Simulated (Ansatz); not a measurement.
# TaO: the cost of one run

Program: Ansatz 0.2.0. Level of theory: DFT PBE, scalar-relativistic, plane waves, PAW. These are calculated values, not measurements.

1 further run of the same task is left out (it didn't finish).

**1. Starting point**

Symmetry: P6/mmm, No. 191, hexagonal system. The conventional cell has a = 2.493 Å, b = 2.493 Å, c = 4.478 Å, α = 90.00°, β = 90.00°, γ = 120.00°. Ta (site symmetry 6/mmm) is surrounded by 2 O at 2.24 Å and 6 Ta at 2.49 Å. O (site symmetry 6/mmm) has 2 Ta at 2.24 Å as nearest neighbours.

As a file:

```cif
data_structure
_symmetry_space_group_name_H-M 'P 1'
_symmetry_Int_Tables_number 1
_cell_length_a 2.4933
_cell_length_b 2.4933
_cell_length_c 4.4783
_cell_angle_alpha 90.000
_cell_angle_beta 90.000
_cell_angle_gamma 120.000
_cell_volume 24.11
loop_
_atom_site_label
_atom_site_type_symbol
_atom_site_fract_x
_atom_site_fract_y
_atom_site_fract_z
_atom_site_occupancy
Ta1 Ta 0.00000 0.00000 0.50000 1
O1 O 0.00000 0.00000 0.00000 1
```

The cell is invented: random cell by space group and Wyckoff sites (P6/mmm, No. 191). The dimensions are guesses.

**2. The guess as it stands, on a coarse mesh**

File input.yaml:

```yaml
crystal:
  lattice:
    - [2.49332591, 0.0, 0.0]
    - [-1.24666296, 2.15928358, 0.0]
    - [0.0, 0.0, 4.47834544]
  atoms:
    - { symbol: Ta, position: [0.0, 0.0, 0.5] }
    - { symbol: O, position: [0.0, 0.0, 0.0] }
basis:
  ecutwfc: 420
kpoints:
  mp_grid: { grid: [9, 9, 4] }
hamiltonian:
  xc: pbe
scf:
  occupations: { method: gaussian, width: 0.1 }
  lower_state_search: "off"
output:
  forces: true
  stress: true
  eigenvalues: true
```

Started as:

```sh
> ansatz run input.yaml --threads 1 --pin off --max-ram 2048MiB --backend cpu --events-out ev --progress --plain --runs-dir out
```

**Question.** How long does this run take on 1 thread of Arm Neoverse V1, shared host, and how much memory does it need?

About 1.1 s, with a peak of 0.26 GiB.
